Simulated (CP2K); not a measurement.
# [AlF4]− (SMILES [F][Al-]([F])([F])[F]): AM1

We compute energy and forces of [AlF4]−. 

Program for the calculation: CP2K 2026.2.

6 further runs of the same task are left out: 2 that didn't finish, 4 set aside as unsound or not needed.

## Step 1: The molecule

[AlF4]− has 5 atoms, charge -1, and is taken as a singlet. SMILES: `[F][Al-]([F])([F])[F]`. The shape comes from GFN2-xTB, which is rough for such elements, and wasn't checked as a minimum.

Bond lengths: Al1–F2 1.683 Å, Al1–F3 1.683 Å, Al1–F4 1.683 Å, Al1–F5 1.683 Å. Angles: F2–Al1–F3 109.4°, F2–Al1–F4 109.6°, F2–Al1–F5 109.5°, F3–Al1–F4 109.5°, F3–Al1–F5 109.5°, F4–Al1–F5 109.4°.

## Step 2: Energy and forces at AM1

molecule.xyz reads:

```xyz
5

Al    -0.000060     0.000070     0.000150
F      0.012000    -0.018490     1.683050
F      1.583790     0.010900    -0.569420
F     -0.801320     1.377250    -0.543040
F     -0.794410    -1.369730    -0.570750
```

calc.inp reads:

```
&GLOBAL
 PROJECT_NAME calc
 RUN_TYPE ENERGY_FORCE
 PRINT_LEVEL MEDIUM
&END GLOBAL

&FORCE_EVAL
 METHOD QS
 &DFT
  CHARGE -1
  # Quickstep
  &QS
   METHOD AM1
   EPS_DEFAULT 1.0E-10
   &SE
    &COULOMB
     CUTOFF [angstrom] 50
     RC_RANGE [angstrom] 0
    &END COULOMB
    &EXCHANGE
     CUTOFF [angstrom] 50
     RC_RANGE [angstrom] 0
    &END EXCHANGE
   &END SE
  &END QS
  &POISSON
   PERIODIC NONE
   POISSON_SOLVER ANALYTIC
  &END POISSON
  &SCF
   SCF_GUESS ATOMIC
   EPS_SCF 1.0E-07
   MAX_SCF 80
   ADDED_MOS 8
   &DIAGONALIZATION
    ALGORITHM STANDARD
   &END DIAGONALIZATION
   &MIXING
    METHOD DIRECT_P_MIXING
    ALPHA 0.4
   &END MIXING
  &END SCF
  &PRINT
   &MOMENTS
    PERIODIC F
    REFERENCE COM
    MAX_MOMENT 1
   &END MOMENTS
   &MO ON
    ENERGIES T
    OCCUPATION_NUMBERS T
    NDIGITS 6
    &EACH
     QS_SCF 0
    &END EACH
    ADD_LAST NUMERIC
   &END MO
   &HIRSHFELD OFF
   &END HIRSHFELD
  &END PRINT
 &END DFT
 &SUBSYS
  &CELL
   ABC 12.4 12.7 12.3
   PERIODIC NONE
  &END CELL
  &TOPOLOGY
   COORD_FILE_NAME molecule.xyz
   COORD_FILE_FORMAT XYZ
   &CENTER_COORDINATES
   &END CENTER_COORDINATES
  &END TOPOLOGY
 &END SUBSYS
 &PRINT
  &FORCES ON
  &END FORCES
 &END PRINT
&END FORCE_EVAL
```

Command:

```sh
$ OMP_NUM_THREADS=1 cp2k.psmp calc.inp > calc.out
```

Q: Predict the results. Wanted: total energy; HOMO energy; LUMO energy; HOMO–LUMO gap; heat of formation at this unrelaxed shape; largest force on an atom.

Answer, from the run:

At AM1:

```
                                 quantity            value
                             total energy     -73.51563 Eh
                              HOMO energy         -7.23 eV
                              LUMO energy          7.71 eV
                            HOMO–LUMO gap         14.94 eV
heat of formation at this unrelaxed shape  -418.7 kcal/mol
                 largest force on an atom       2.945 eV/Å
```

The largest force is 2.95 eV/Å: the shape isn't a stationary point for this species at this level.
